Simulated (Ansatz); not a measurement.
**C2H5AlF2: one species, many methods**

An exercise on one series of results from a longer session: the logs are not shown, and one member is left open.

Computed with Ansatz 0.2.0, Gaussian basis. Level: functionals in def2-TZVPP, the program's frozen cores in correlated methods.

Levels to be run: LDA (SPW92), PBE-D4, revPBE-D4, BLYP-D4, r2SCAN-D4, B97M-V, PBE0-D4, B3LYP-D4, r2SCANh-D4, r2SCAN0-D4, HSE06-D4, BHLYP-D4, CAM-B3LYP-D4, LC-ωPBE, ωB97X-V, ωB97M-V, B2PLYP, PBE-QIDH; CCSD(T)/def2-SVP; CCSD(T)/def2-TZVPP; MP2/def2-QZVPP; extrapolation to the limit; RPA on PBE.

### The relaxed structure

An earlier PBE0-D4 in a triple-zeta def2 set relaxation fixed the geometry.

SMILES `C[CH2][Al]([F])[F]`, 10 atoms, charge 0, spin multiplicity 1.

Atoms are counted from 1 here; the program's logs count them from 0.

Bond lengths: C1–C2 1.529 Å, C1–H6 1.093 Å, C1–H7 1.092 Å, C1–H8 1.092 Å, C2–Al3 1.937 Å, C2–H9 1.097 Å, C2–H10 1.097 Å, Al3–F4 1.645 Å, Al3–F5 1.645 Å. Angles: C2–C1–H6 111.4°, C2–C1–H7 111.8°, C2–C1–H8 111.8°, H6–C1–H7 107.4°, H6–C1–H8 107.4°, H7–C1–H8 106.8°, C1–C2–Al3 116.0°, C1–C2–H9 110.7°, C1–C2–H10 110.6°, Al3–C2–H9 107.2°, Al3–C2–H10 107.1°, H9–C2–H10 104.4°, C2–Al3–F4 122.2°, C2–Al3–F5 121.6°, F4–Al3–F5 116.2°.

Geometry (Å):

```xyz
10

C    -0.44096   -0.92558    0.85277
C     0.32421    0.33778    0.45900
Al    0.27664    0.80849   -1.41971
F    -0.50466   -0.11518   -2.53454
F     1.02119    2.16043   -1.98851
H    -0.36149   -1.12323    1.92525
H    -0.06433   -1.80723    0.32939
H    -1.50384   -0.84682    0.61346
H    -0.04376    1.20507    1.02076
H     1.38011    0.25517    0.74503
```

The first run:

Input file in.yaml:

```yaml
crystal:
  periodic: [false, false, false]
  atoms:
    - {symbol: C, position_ang: [-0.440963, -0.925585, 0.852766]}
    - {symbol: C, position_ang: [0.324206, 0.337784, 0.458996]}
    - {symbol: Al, position_ang: [0.276641, 0.808493, -1.419709]}
    - {symbol: F, position_ang: [-0.504662, -0.115180, -2.534544]}
    - {symbol: F, position_ang: [1.021186, 2.160429, -1.988511]}
    - {symbol: H, position_ang: [-0.361490, -1.123230, 1.925251]}
    - {symbol: H, position_ang: [-0.064327, -1.807227, 0.329395]}
    - {symbol: H, position_ang: [-1.503836, -0.846824, 0.613462]}
    - {symbol: H, position_ang: [-0.043765, 1.205071, 1.020760]}
    - {symbol: H, position_ang: [1.380109, 0.255170, 0.745033]}
basis:
  gaussian: {orbitals: def2-TZVPP}
hamiltonian: {xc: lda}
output: {orbitals: {seedname: orbitals}}
```

Command:

```
$ ansatz run in.yaml --threads 4 --pin off --events-out ev --progress --plain --max-ram 10444MiB
```

Among the steps run: LDA; PBE-D4 (GGA); revPBE-D4 (GGA); BLYP-D4 (GGA); r2SCAN-D4 (meta-GGA); B97M-V (meta-GGA); PBE0-D4 (hybrid); B3LYP-D4 (hybrid); r2SCANh-D4 (hybrid); r2SCAN0-D4 (hybrid); HSE06-D4 (hybrid); BHLYP-D4 (hybrid); CAM-B3LYP-D4 (range-separated); LC-ωPBE (range-separated); ωB97X-V (range-separated); ωB97M-V (range-separated); B2PLYP (double hybrid); PBE-QIDH (double hybrid).

One table of the session follows, with a row left open; its other results are not shown here.

It belongs to the step «Orbital energies across the functionals». 

| functional | HOMO (eV) | gap (eV) |
| --- | --- | --- |
| LDA (SPW92) | ? | ? |
| PBE-D4 | -7.19 | 5.83 |
| revPBE-D4 | -7.12 | 5.90 |
| BLYP-D4 | -7.09 | 5.74 |
| r2SCAN-D4 | -7.41 | 6.55 |
| B97M-V | -7.50 | 6.27 |
| PBE0-D4 | -8.50 | 7.99 |
| B3LYP-D4 | -8.31 | 7.45 |
| r2SCANh-D4 | -7.91 | 7.31 |
| r2SCAN0-D4 | -8.65 | 8.43 |
| HSE06-D4 | -8.10 | 7.21 |
| BHLYP-D4 | -9.75 | 9.89 |
| CAM-B3LYP-D4 | -9.92 | 10.20 |
| LC-ωPBE | -11.25 | 12.86 |
| ωB97X-V | -10.89 | 12.28 |
| ωB97M-V | -10.75 | 11.76 |

**Question.** Estimate the row for LDA (SPW92).

The run gave: HOMO (eV): -7.33; gap (eV): 5.73. In the column «HOMO (eV)» it lies between r2SCAN-D4 (-7.41) and PBE-D4 (-7.19).
